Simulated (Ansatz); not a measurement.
# F2W: the cost of one run

Program: Ansatz 0.2.0, Gaussian basis. Level of theory: UKS PBE0/def2-TZVP. These are calculated values, not measurements.

## 1. The starting structure

3 atoms, charge 0, spin multiplicity 7.

Atoms are counted from 1 here; the program's logs count them from 0.

Bond lengths: W1–F2 2.042 Å, W1–F3 2.042 Å. Angles: F2–W1–F3 180.0°.

The start was built by rule and, where that kept it together, relaxed with GFN2-xTB. Sticks and bond lists go by distance. No spin-orbit coupling is included. Elements past krypton take def2 core potentials.

## 2. The run

File in.yaml:

```yaml
crystal:
  periodic: [false, false, false]
  atoms:
    - {symbol: W, position_ang: [0.000000, 0.000000, 0.000000]}
    - {symbol: F, position_ang: [0.000000, 0.000000, -2.041650]}
    - {symbol: F, position_ang: [0.000000, 0.000000, 2.041650]}
basis:
  gaussian: {orbitals: def2-TZVP}
magnetization: {spin_polarized: true, initial_magnetization: 6}
hamiltonian: {xc: pbe0}
relax: {f_tol: 0.004, max_steps: 80}
```

Started as:

```console
> ansatz run in.yaml --threads 1 --pin off --events-out ev --progress --plain --max-ram 2176MiB
```

**Question.** How long does this run take on 1 thread of Intel Xeon 6975P-C, shared host, and how much memory does it need?

About 23 s, with a peak of 0.28 GiB.
